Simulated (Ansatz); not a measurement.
**CH5FOSi (SMILES CO[SiH2]F) at BHLYP/def2-SVP**

Aim: the vertical ionisation energy of CH5FOSi at BHLYP/def2-SVP, from 2 runs. 

The results are computed with Ansatz 0.2.0.

128 further runs of the same task are left out: 128 set aside as unsound or not needed. Runs told in other sessions of the task aren't counted.

## 1. The structure to begin with

The species is CH5FOSi (9 atoms), meant as a singlet with charge 0. As SMILES, `CO[SiH2]F`. The coordinates come from a PBE0-D4/def2-TZVP relaxation. This is one conformer, not always the lowest.

Bond lengths: C1–O2 1.412 Å, O2–Si3 1.623 Å, Si3–F4 1.598 Å, C1–H5 1.094 Å, C1–H6 1.091 Å, C1–H7 1.096 Å, Si3–H8 1.474 Å, Si3–H9 1.483 Å. Some angles: C1–O2–Si3 125.2°, O2–Si3–F4 111.1°, O2–C1–H5 110.6°, O2–C1–H6 108.3°, O2–C1–H7 111.7°, O2–Si3–H8 106.8°, O2–Si3–H9 110.6°, F4–Si3–H8 108.2°, F4–Si3–H9 105.9°, H5–C1–H6 108.8°.

## 2. A single-point energy at BHLYP/def2-SVP

Contents of run.yaml:

```yaml
crystal:
  periodic: [false, false, false]
  atoms:
    - symbol: C
      position_ang: [-0.280200, 1.150700, -0.688400]
    - symbol: O
      position_ang: [-0.743600, -0.064200, -0.138000]
    - symbol: Si
      position_ang: [0.168900, -1.127700, 0.679900]
    - symbol: F
      position_ang: [1.202000, -1.865200, -0.290100]
    - symbol: H
      position_ang: [0.189600, 0.979000, -1.660800]
    - symbol: H
      position_ang: [-1.135900, 1.813600, -0.823000]
    - symbol: H
      position_ang: [0.443400, 1.643500, -0.029000]
    - symbol: H
      position_ang: [-0.748200, -2.141700, 1.231900]
    - symbol: H
      position_ang: [0.992400, -0.434200, 1.700300]
basis:
  gaussian:
    orbitals: def2-SVP
hamiltonian:
  xc: {name: BHLYP}
accuracy: high
output: {orbitals: {seedname: orbitals}}
```

Launch:

```console
$ ansatz run run.yaml --threads 1 --pin off --max-ram 3480MiB --events-out events.jsonl --progress --plain --runs-dir runs
```

The program printed:

```text
Warning: RAYON_NUM_THREADS=1 ignored (pool sized by the plan → 1); use --threads N
Functional definition: BHLYP
  name "BHLYP"
  parameter a = 0.5
  exchange = (1 - a)*b88_x + a*exact_x
  correlation = lyp_c
1923 factors; integrals over basis functions are off by at most 3.8e-9 eV
mean field evaluation 1: about -13748.8658 eV, gradient 4.3e1 eV
mean field evaluation 2: about -13748.4458 eV, gradient 4.7e1 eV
mean field evaluation 4: about -13752.1718 eV, gradient 1.6e0 eV
mean field evaluation 8: about -13752.6091 eV, gradient 3.2e-1 eV
mean field evaluation 16: about -13752.6093 eV, gradient 2.5e-5 eV
mean field -13752.60932048 eV, -505.3990706741 hartree, gradient 5.2e-8 eV, S^2 0.000000; 0 other end points of the search recorded, 0 dependent functions left out
reference -13752.60934692 eV, -505.3990716460 hartree; 21, 21 occupied and 64, 64 virtual orbitals, 1923 factors
Total energy: -13752.60934692 eV, -505.3990716460 hartree
```

Run time: 8.7 s. Hardware: 1 thread of Arm Neoverse V2, shared host; peak memory 0.27 GiB.

## 3. The doublet cation

Contents of molecule.yaml:

```yaml
crystal:
  periodic: [false, false, false]
  atoms:
    - symbol: C
      position_ang: [-0.280200, 1.150700, -0.688400]
    - symbol: O
      position_ang: [-0.743600, -0.064200, -0.138000]
    - symbol: Si
      position_ang: [0.168900, -1.127700, 0.679900]
    - symbol: F
      position_ang: [1.202000, -1.865200, -0.290100]
    - symbol: H
      position_ang: [0.189600, 0.979000, -1.660800]
    - symbol: H
      position_ang: [-1.135900, 1.813600, -0.823000]
    - symbol: H
      position_ang: [0.443400, 1.643500, -0.029000]
    - symbol: H
      position_ang: [-0.748200, -2.141700, 1.231900]
    - symbol: H
      position_ang: [0.992400, -0.434200, 1.700300]
basis:
  gaussian: {orbitals: def2-SVP}
total_charge: 1
magnetization: {spin_polarized: true, initial_magnetization: 1}
hamiltonian: {xc: {name: BHLYP}}
accuracy: high
output: {orbitals: {seedname: orbitals}}
```

Launch:

```console
$ ansatz run molecule.yaml --threads 1 --pin off --max-ram 3480MiB --events-out events.jsonl --progress --plain --runs-dir runs
```

The program printed:

```text
Warning: RAYON_NUM_THREADS=1 ignored (pool sized by the plan → 1); use --threads N
Functional definition: BHLYP
  name "BHLYP"
  parameter a = 0.5
  exchange = (1 - a)*b88_x + a*exact_x
  correlation = lyp_c
1923 factors; integrals over basis functions are off by at most 3.8e-9 eV
mean field evaluation 1: about -13729.2611 eV, gradient 5.4e1 eV
mean field evaluation 2: about -13713.3864 eV, gradient 8.4e1 eV
mean field evaluation 4: about -13740.5570 eV, gradient 9.9e0 eV
mean field evaluation 8: about -13741.2539 eV, gradient 1.2e0 eV
mean field evaluation 16: about -13741.3688 eV, gradient 2.7e-1 eV
mean field evaluation 32: about -13741.3709 eV, gradient 2.7e-5 eV
mean field -13741.37092659 eV, -504.9860673164 hartree, gradient 9.6e-8 eV, S^2 0.758875; 2 other end points of the search recorded, 0 dependent functions left out
reference -13741.37095334 eV, -504.9860682997 hartree; 21, 20 occupied and 64, 65 virtual orbitals, 1923 factors
Total energy: -13741.37095334 eV, -504.9860682997 hartree
```

It took 26 s on 1 thread of Arm Neoverse V2, shared host; peak memory 0.39 GiB.

## 4. What came out

At BHLYP/def2-SVP:

```
                                          quantity          value
                     singlet CH5FOSi: total energy  -505.39907 Eh
                      singlet CH5FOSi: HOMO energy      -10.21 eV
                      singlet CH5FOSi: LUMO energy        2.34 eV
                    singlet CH5FOSi: HOMO–LUMO gap       12.56 eV
                      doublet cation: total energy  -504.98607 Eh
doublet cation: HOMO energy (highest over α and β)      -16.58 eV
 doublet cation: LUMO energy (lowest over α and β)      -12.28 eV
                              doublet cation: ⟨S²⟩          0.759
vertical ionisation energy (to the doublet cation)      11.238 eV
```

The vertical ionisation energy comes to 11.24 eV (259 kcal/mol). −ε(HOMO) before ionisation, 10.21 eV, is 1.03 eV below this ionisation energy.
